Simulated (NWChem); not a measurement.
**SVWN5/def2-TZVPPD run of GaF (SMILES [F][Ga])**

What is the vertical ionisation energy of GaF at SVWN5/def2-TZVPPD? 

Program for the calculation: NWChem 7.3.0.

2 further runs of the same task are left out: 2 set aside as unsound or not needed.

### 1 The system as given

The species is GaF (2 atoms), meant as a singlet with charge 0. As SMILES, `[F][Ga]`. Geometry: relaxed at PBE0-D4/def2-TZVP.

Bond lengths: F1–Ga2 1.787 Å.

### 2 Energy and forces at SVWN5/def2-TZVPPD

run.py

```python
from ase import Atoms
from ase.calculators.nwchem import NWChem

molecule = Atoms('FGa', positions=[
    [0.000000, -0.000000, 0.006300],
    [-0.000000, 0.000000, 1.792850],
])

calc = NWChem(
    label='a',
    theory='dft',
    memory='2200 mb',
    basis='def2-TZVPPD',
    basispar='spherical bse',
    dft={'xc': 'slater vwn_5', 'mult': '1', 'grid': 'fine', 'convergence': 'energy 1e-08', 'iterations': '100', 'mulliken': None},
)
molecule.calc = calc

forces = molecule.get_forces()
e = molecule.get_potential_energy()
print(f"E = {e:.6f} eV")
print("forces (eV/A):")
for s, f in zip(molecule.symbols, forces):
    print(f"{s:2s} {f[0]:10.5f} {f[1]:10.5f} {f[2]:10.5f}")
print("dipole (e A):", molecule.get_dipole_moment().round(4))
```

Started as:

```sh
export ASE_NWCHEM_COMMAND="nwchem PREFIX.nwi > PREFIX.nwo"
python run.py
```

Output:

```text
E = -54998.433052 eV
forces (eV/A):
F    -0.00000    0.00000    0.19582
Ga    0.00000   -0.00000   -0.19582
dipole (e A): [0.    0.    0.473]
```

The calculator wrote a.nwi:

```
title "a"

permanent_dir a

scratch_dir a

start a

geometry units angstrom nocenter noautosym noautoz
  F  0.0000000000000000e+00 -0.0000000000000000e+00 6.3000000000000000e-03
  Ga -0.0000000000000000e+00 0.0000000000000000e+00 1.7928500000000001e+00
end

memory 2200 mb

basis spherical bse noprint
   * library def2-TZVPPD
end

dft
  xc slater vwn_5
  mult 1
  grid fine
  convergence energy 1e-08
  iterations 100
  mulliken
end

task dft gradient
```

a.nwo:

```text
Northwest Computational Chemistry Package (NWChem) 7.3.0
             --------------------------------------------------------

           Job information
           ---------------

    nwchem branch   = 7.3.0
    use scalapack   = T
    input           = a.nwi
    prefix          = a.
    data base       = a/a.db
    status          = startup
    nproc           =        1

           Memory information
           ------------------

    heap     =     72089600 doubles =      550.0 Mbytes
    stack    =     72089597 doubles =      550.0 Mbytes
    global   =    144179200 doubles =     1100.0 Mbytes (distinct from heap & stack)
    total    =    288358397 doubles =     2200.0 Mbytes
    verify   = yes
    hardfail = no

           Directory information
           ---------------------

  0 permanent = a
  0 scratch   = a

                                NWChem Input Module
                                -------------------

                                         a
                                         -

 Scaling coordinates for geometry "geometry" by  1.889725989
 (inverse scale =  0.529177249)

                             Geometry "geometry" -> ""
                             -------------------------

 Output coordinates in angstroms (scale by  1.889725989 to convert to a.u.)

  No.       Tag          Charge          X              Y              Z
 ---- ---------------- ---------- -------------- -------------- --------------
    1 F                    9.0000     0.00000000     0.00000000     0.00630000
    2 Ga                  31.0000     0.00000000     0.00000000     1.79285000

      Atomic Mass
      -----------

      F                 18.998400
      Ga                68.925700

 Effective nuclear repulsion energy (a.u.)      82.6399778741

[... 37 lines left out ...]
  convergence criterion.
[... 17 lines left out ...]
          Convergence on energy requested:  1.00D-08
[... 1 line left out ...]
          Convergence on gradient requested:  5.00D-04
[... 19 lines left out ...]
          Convergence Information
[... 2 lines left out ...]
          total energy or number of iterations.
[... 27 lines left out ...]
 1-e energy   =   -2988.981456
[... 24 lines left out ...]
   convergence    iter        energy       DeltaE   RMS-Dens  Diis-err    time
[... 16 lines left out ...]
      One electron energy =    -2988.018299596134
[... 1 line left out ...]
    Exchange-Corr. energy =      -81.781719692465
[... 6 lines left out ...]
                       DFT Final Molecular Orbital Analysis
[... 733 lines left out ...]
          Convergence on density requested:  1.00D-05
[... 18 lines left out ...]
          Spatial weights used:  Erf1
[... 1 line left out ...]
          Convergence Information
          -----------------------
          Convergence aids based upon iterative change in
          total energy or number of iterations.
          Levelshifting, if invoked, occurs when the
          HOMO/LUMO gap drops below (HL_TOL):  1.00D-02
          DIIS, if invoked, will attempt to extrapolate
          using up to (NFOCK): 10 stored Fock matrices.

                    Damping( 0%)  Levelshifting(0.5)       DIIS
                  --------------- ------------------- ---------------
          dE  on:    start            ASAP                start
          dE off:    2 iters        100 iters           100 iters

      Screening Tolerance Information
      -------------------------------
          Density screening/tol_rho:  1.00D-11
          AO Gaussian exp screening on grid/accAOfunc:  18
          CD Gaussian exp screening on grid/accCDfunc:  20
          XC Gaussian exp screening on grid/accXCfunc:  20
          Schwarz screening/accCoul:  1.00D-09

                            NWChem DFT Gradient Module
                            --------------------------

                                         a

  charge          =   0.00
  wavefunction    = closed shell

                         DFT ENERGY GRADIENTS

    atom               coordinates                        gradient
                 x          y          z           x          y          z
   1 F       0.000000   0.000000   0.011905    0.000000  -0.000000  -0.003808
   2 Ga      0.000000   0.000000   3.387995   -0.000000   0.000000   0.003808

                 ----------------------------------------
                 |  Time  |  1-e(secs)   |  2-e(secs)   |
                 ----------------------------------------
                 |  CPU   |       0.01   |      16.29   |
                 ----------------------------------------
                 |  WALL  |       0.01   |      16.29   |
                 ----------------------------------------

 Task  times  cpu:       50.4s     wall:       50.4s
 Total times  cpu:       50.4s     wall:       50.4s
```

Run time: 53 s. Hardware: 1 thread of Intel Xeon Platinum 8259CL at 2.50GHz (Skylake/Cascade Lake), shared host; peak memory 0.12 GiB.

### 3 The doublet cation: a single-point energy at USVWN5/def2-TZVPPD

fga.xyz

```xyz
2
FGa
F      0.000000     0.000000     0.006300
Ga     0.000000     0.000000     1.792850
```

run.py

```python
from ase.io import read
from ase.calculators.nwchem import NWChem

system = read('fga.xyz')

calc = NWChem(
    label='fga',
    theory='dft',
    memory='2200 mb',
    basis='def2-TZVPPD',
    basispar='spherical bse',
    charge=1,
    dft={'xc': 'slater vwn_5', 'mult': '2', 'grid': 'fine', 'convergence': 'energy 1e-08', 'iterations': '100', 'mulliken': None, 'print': 'low'},
    task='energy',
)
system.calc = calc

e = system.get_potential_energy()
print(f"E = {e:.6f} eV")
```

Started as:

```sh
export ASE_NWCHEM_COMMAND="nwchem PREFIX.nwi > PREFIX.nwo"
python run.py
```

Output:

```text
E = -54987.650920 eV
```

The calculator wrote fga.nwi:

```
title "fga"

permanent_dir fga

scratch_dir fga

start fga

geometry units angstrom nocenter noautosym noautoz
  F  0.0000000000000000e+00 0.0000000000000000e+00 6.3000000000000000e-03
  Ga 0.0000000000000000e+00 0.0000000000000000e+00 1.7928500000000001e+00
end

charge 1

memory 2200 mb

basis spherical bse noprint
   * library def2-TZVPPD
end

dft
  xc slater vwn_5
  mult 2
  grid fine
  convergence energy 1e-08
  iterations 100
  mulliken
  print low
end

task dft energy
```

fga.nwo:

```text
Northwest Computational Chemistry Package (NWChem) 7.3.0
             --------------------------------------------------------

           Job information
           ---------------

    nwchem branch   = 7.3.0
    use scalapack   = T
    input           = fga.nwi
    prefix          = fga.
    data base       = fga/fga.db
    status          = startup
    nproc           =        1

           Memory information
           ------------------

    heap     =     72089600 doubles =      550.0 Mbytes
    stack    =     72089597 doubles =      550.0 Mbytes
    global   =    144179200 doubles =     1100.0 Mbytes (distinct from heap & stack)
    total    =    288358397 doubles =     2200.0 Mbytes
    verify   = yes
    hardfail = no

           Directory information
           ---------------------

  0 permanent = fga
  0 scratch   = fga

                                NWChem Input Module
                                -------------------

                                        fga
                                        ---

 Scaling coordinates for geometry "geometry" by  1.889725989
 (inverse scale =  0.529177249)

                             Geometry "geometry" -> ""
                             -------------------------

 Output coordinates in angstroms (scale by  1.889725989 to convert to a.u.)

  No.       Tag          Charge          X              Y              Z
 ---- ---------------- ---------- -------------- -------------- --------------
    1 F                    9.0000     0.00000000     0.00000000     0.00630000
    2 Ga                  31.0000     0.00000000     0.00000000     1.79285000

      Atomic Mass
      -----------

      F                 18.998400
      Ga                68.925700

 Effective nuclear repulsion energy (a.u.)      82.6399778741

            Nuclear Dipole moment (a.u.)
[... 53 lines left out ...]
   convergence    iter        energy       DeltaE   RMS-Dens  Diis-err    time
[... 13 lines left out ...]
         Total DFT energy =    -2020.758915817655
      One electron energy =    -2974.599180864309
           Coulomb energy =      952.688212007506
    Exchange-Corr. energy =      -81.487924834920
 Nuclear repulsion energy =       82.639977874068

 Numeric. integr. density =       38.999999745303

     Total iterative time =     59.4s

     ---------------------------------------------
      Total Density - Mulliken Population Analysis
     ---------------------------------------------

    Atom       Charge   Shell Charges
 -----------   ------   -------------------------------------------------------
    1 F    9     9.02   0.77  1.20  0.63  0.98  0.36 -0.05  2.24  2.00  0.89  0.01  0.00  0.01 -0.00  0.00
    2 Ga  31    29.98   2.00  2.00  1.18  0.78  1.13  0.35 -0.02  5.98  4.46  1.53  0.43  0.05  8.79  1.14  0.11  0.04  0.00  0.04

     --------------------------------------------
      Spin Density - Mulliken Population Analysis
     --------------------------------------------

    Atom       Charge   Shell Charges
 -----------   ------   -------------------------------------------------------
    1 F    9     0.25  -0.00 -0.00  0.00  0.00 -0.00 -0.00  0.15  0.11  0.00 -0.01  0.00 -0.00  0.00  0.00
    2 Ga  31     0.75   0.00  0.00  0.02 -0.02  0.40  0.20 -0.01  0.00  0.00 -0.00  0.14  0.02 -0.01  0.01  0.01 -0.00  0.00  0.00

     -------------------------------------------
      Total Density - Lowdin Population Analysis
     -------------------------------------------

    Atom       Charge   Shell Charges
 -----------   ------   -------------------------------------------------------
    1 F    9     9.23   0.85  1.11  0.61  0.73  0.37  0.12  2.10  2.03  1.01  0.20  0.00  0.01  0.09  0.00
    2 Ga  31    29.77   2.00  2.00  1.12  0.84  0.62  0.32  0.09  5.92  3.97  2.02  0.42  0.12  8.47  1.20  0.39  0.14  0.02  0.13

     ------------------------------------------
      Spin Density - Lowdin Population Analysis
     ------------------------------------------

    Atom       Charge   Shell Charges
 -----------   ------   -------------------------------------------------------
    1 F    9     0.32   0.00  0.00  0.00  0.00  0.00  0.02  0.14  0.11 -0.00  0.03  0.00 -0.00  0.02  0.00
    2 Ga  31     0.68   0.00  0.00  0.03  0.00  0.22  0.17  0.05  0.00  0.01  0.00  0.16  0.02 -0.01  0.01  0.01 -0.00  0.00  0.00

     --------------------------
     Expectation value of S2:
     --------------------------
      <S2> =      0.7514 (Exact =     0.7500)

 Task  times  cpu:       60.9s     wall:       60.9s
 Total times  cpu:       60.9s     wall:       60.9s
```

It took 63 s on 1 thread of Intel Xeon Platinum 8259CL at 2.50GHz (Skylake/Cascade Lake), shared host; peak memory 0.11 GiB.

### 4 Summary of results

Level: SVWN5/def2-TZVPPD.

```
                                          quantity           value
                         singlet GaF: total energy  -2021.15515 Eh
                        singlet GaF: dipole moment          2.27 D
                          singlet GaF: HOMO energy        -7.03 eV
                          singlet GaF: LUMO energy        -2.35 eV
                        singlet GaF: HOMO–LUMO gap         4.68 eV
             singlet GaF: largest force on an atom      0.196 eV/Å
                      doublet cation: total energy  -2020.75892 Eh
                              doublet cation: ⟨S²⟩           0.751
vertical ionisation energy (to the doublet cation)       10.782 eV
```

What this shows: Removing an electron at fixed nuclei costs 10.78 eV (249 kcal/mol). The negative HOMO energy of the first species, 7.03 eV, lies 3.75 eV below that difference.
